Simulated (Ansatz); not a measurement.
# C₁₀H₂₂O: up Jacob's ladder to CCSD(T)

An exercise on one series of results from a longer session: the logs are not shown, and one member is left open.

The runs use Ansatz 0.2.0, Gaussian basis; functionals in def2-TZVPP, the program's frozen cores in correlated methods.

Plan: LDA (SPW92), PBE-D4, revPBE-D4, BLYP-D4, r2SCAN-D4, B97M-V, PBE0-D4, B3LYP-D4, r2SCANh-D4, r2SCAN0-D4, HSE06-D4, BHLYP-D4, CAM-B3LYP-D4, LC-ωPBE, ωB97X-V, ωB97M-V, B2PLYP, PBE-QIDH; CCSD(T)/def2-SVP; CCSD(T)/def2-TZVPP; MP2/def2-QZVPP; extrapolation to the limit; RPA on PBE.

## Structure used throughout

An earlier PBE0-D4 in a triple-zeta def2 set relaxation fixed the geometry.

SMILES `CCCCCCCCCCO`, 33 atoms, charge 0, spin multiplicity 1.

Atoms are counted from 1 here; the program's logs count them from 0.

Bond lengths: C1–C2 1.521 Å, C1–H12 1.094 Å, C1–H13 1.092 Å, C1–H14 1.092 Å, C2–C3 1.523 Å, C2–H15 1.095 Å, C2–H16 1.097 Å, C3–C4 1.521 Å, C3–H17 1.096 Å, C3–H18 1.097 Å, C4–C5 1.525 Å, C4–H19 1.094 Å, C4–H20 1.096 Å, C5–C6 1.525 Å, C5–H21 1.096 Å, C5–H22 1.096 Å, C6–C7 1.521 Å, C6–H23 1.095 Å and more. Angles: C2–C1–H12 110.9°, C2–C1–H13 111.3°, C2–C1–H14 111.9°, H12–C1–H13 107.6°, H12–C1–H14 107.7°, H13–C1–H14 107.4°, C1–C2–C3 113.8°, C1–C2–H15 109.0°, C1–C2–H16 109.6°, C3–C2–H15 108.8°, C3–C2–H16 109.2°, H15–C2–H16 106.1°, C2–C3–C4 114.1°, C2–C3–H17 108.6°, C2–C3–H18 109.3°, C4–C3–H17 110.1°, C4–C3–H18 108.7°, H17–C3–H18 105.9° and more.

Coordinates:

| atom | x (Å) | y (Å) | z (Å) |
| --- | --- | --- | --- |
| C1 | 0.1369 | -0.1138 | 3.3444 |
| C2 | -0.5585 | 1.1853 | 2.9696 |
| C3 | -0.8815 | 1.3037 | 1.4856 |
| C4 | -1.9286 | 0.3136 | 0.9980 |
| C5 | -2.2973 | 0.4755 | -0.4728 |
| C6 | -1.1447 | 0.2791 | -1.4513 |
| C7 | -0.5188 | -1.1057 | -1.3941 |
| C8 | 0.5782 | -1.3345 | -2.4286 |
| C9 | 1.7798 | -0.4035 | -2.3103 |
| C10 | 2.5032 | -0.5094 | -0.9819 |
| O11 | 3.6197 | 0.3508 | -0.8937 |
| H12 | 1.0641 | -0.2375 | 2.7765 |
| H13 | 0.3952 | -0.1333 | 4.4056 |
| H14 | -0.4918 | -0.9850 | 3.1460 |
| H15 | 0.0785 | 2.0268 | 3.2607 |
| H16 | -1.4831 | 1.2889 | 3.5501 |
| H17 | 0.0469 | 1.1810 | 0.9153 |
| H18 | -1.2330 | 2.3201 | 1.2719 |
| H19 | -1.5881 | -0.7106 | 1.1790 |
| H20 | -2.8354 | 0.4359 | 1.6021 |
| H21 | -3.0958 | -0.2346 | -0.7180 |
| H22 | -2.7216 | 1.4749 | -0.6236 |
| H23 | -0.3808 | 1.0421 | -1.2712 |
| H24 | -1.5106 | 0.4600 | -2.4690 |
| H25 | -0.1213 | -1.2937 | -0.3915 |
| H26 | -1.3042 | -1.8557 | -1.5450 |
| H27 | 0.1501 | -1.2285 | -3.4316 |
| H28 | 0.9239 | -2.3722 | -2.3550 |
| H29 | 2.4891 | -0.6420 | -3.1133 |
| H30 | 1.4821 | 0.6380 | -2.4650 |
| H31 | 1.8456 | -0.2153 | -0.1606 |
| H32 | 2.7954 | -1.5550 | -0.7998 |
| H33 | 4.2066 | 0.1548 | -1.6285 |

Set-up of the first run:

The input, in.yaml:

```yaml
crystal:
  periodic: [false, false, false]
  atoms:
    - {symbol: C, position_ang: [0.136880, -0.113841, 3.344371]}
    - {symbol: C, position_ang: [-0.558537, 1.185331, 2.969573]}
    - {symbol: C, position_ang: [-0.881465, 1.303659, 1.485568]}
    - {symbol: C, position_ang: [-1.928633, 0.313649, 0.997966]}
    - {symbol: C, position_ang: [-2.297298, 0.475472, -0.472768]}
    - {symbol: C, position_ang: [-1.144720, 0.279059, -1.451298]}
    - {symbol: C, position_ang: [-0.518832, -1.105710, -1.394123]}
    - {symbol: C, position_ang: [0.578213, -1.334504, -2.428606]}
    - {symbol: C, position_ang: [1.779819, -0.403493, -2.310265]}
    - {symbol: C, position_ang: [2.503162, -0.509375, -0.981860]}
    - {symbol: O, position_ang: [3.619696, 0.350833, -0.893711]}
    - {symbol: H, position_ang: [1.064102, -0.237535, 2.776509]}
    - {symbol: H, position_ang: [0.395176, -0.133284, 4.405631]}
    - {symbol: H, position_ang: [-0.491779, -0.984996, 3.145992]}
    - {symbol: H, position_ang: [0.078502, 2.026796, 3.260741]}
    - {symbol: H, position_ang: [-1.483064, 1.288857, 3.550086]}
    - {symbol: H, position_ang: [0.046867, 1.180989, 0.915342]}
    - {symbol: H, position_ang: [-1.233005, 2.320128, 1.271889]}
    - {symbol: H, position_ang: [-1.588060, -0.710590, 1.178971]}
    - {symbol: H, position_ang: [-2.835417, 0.435876, 1.602090]}
    - {symbol: H, position_ang: [-3.095776, -0.234625, -0.718011]}
    - {symbol: H, position_ang: [-2.721605, 1.474931, -0.623605]}
    - {symbol: H, position_ang: [-0.380848, 1.042054, -1.271187]}
    - {symbol: H, position_ang: [-1.510603, 0.460001, -2.469001]}
    - {symbol: H, position_ang: [-0.121269, -1.293711, -0.391544]}
    - {symbol: H, position_ang: [-1.304226, -1.855656, -1.545049]}
    - {symbol: H, position_ang: [0.150118, -1.228543, -3.431594]}
    - {symbol: H, position_ang: [0.923858, -2.372186, -2.354967]}
    - {symbol: H, position_ang: [2.489069, -0.642042, -3.113280]}
    - {symbol: H, position_ang: [1.482062, 0.637968, -2.464957]}
    - {symbol: H, position_ang: [1.845640, -0.215280, -0.160556]}
    - {symbol: H, position_ang: [2.795360, -1.555032, -0.799781]}
    - {symbol: H, position_ang: [4.206621, 0.154775, -1.628546]}
basis:
  gaussian: {orbitals: def2-TZVPP}
hamiltonian: {xc: lda}
output: {orbitals: {seedname: orbitals}}
```

On the command line:

```bash
ansatz run in.yaml --threads 10 --pin off --events-out ev --progress --plain --max-ram 110592MiB --backend cuda --devices 0, --max-vram 75GiB
```

Steps of the session up to this table: LDA; PBE-D4 (GGA); revPBE-D4 (GGA); BLYP-D4 (GGA); r2SCAN-D4 (meta-GGA); B97M-V (meta-GGA); B3LYP-D4 (hybrid); r2SCANh-D4 (hybrid); r2SCAN0-D4 (hybrid); HSE06-D4 (hybrid); BHLYP-D4 (hybrid); CAM-B3LYP-D4 (range-separated); LC-ωPBE (range-separated); ωB97X-V (range-separated); ωB97M-V (range-separated); B2PLYP (double hybrid); PBE-QIDH (double hybrid).

One table of the session follows, with a row left open; its other results are not shown here.

It belongs to the step «Frontier levels by functional». 

```
  functional  HOMO (eV)  LUMO (eV)  gap (eV)
 LDA (SPW92)      -6.23      -0.06      6.17
      PBE-D4          ?          ?         ?
   revPBE-D4      -6.02       0.28      6.30
     BLYP-D4      -6.01       0.17      6.18
   r2SCAN-D4      -6.43       0.80      7.23
      B97M-V      -6.61       0.29      6.90
     PBE0-D4      -7.73       1.00      8.73
    B3LYP-D4      -7.50       0.67      8.16
  r2SCANh-D4      -7.05       1.05      8.10
  r2SCAN0-D4      -7.97       1.40      9.38
    HSE06-D4      -7.32       0.63      7.95
    BHLYP-D4      -9.33       1.63     10.95
CAM-B3LYP-D4      -9.23       1.77     11.00
     LC-ωPBE     -10.56       3.08     13.64
     ωB97X-V     -10.24       2.84     13.09
     ωB97M-V     -10.18       2.43     12.61
```

**Question.** Estimate the row for PBE-D4.

**Answer.** HOMO (eV): -6.08; LUMO (eV): 0.17; gap (eV): 6.25. In the column «HOMO (eV)» it lies between LDA (SPW92) (-6.23) and revPBE-D4 (-6.02).
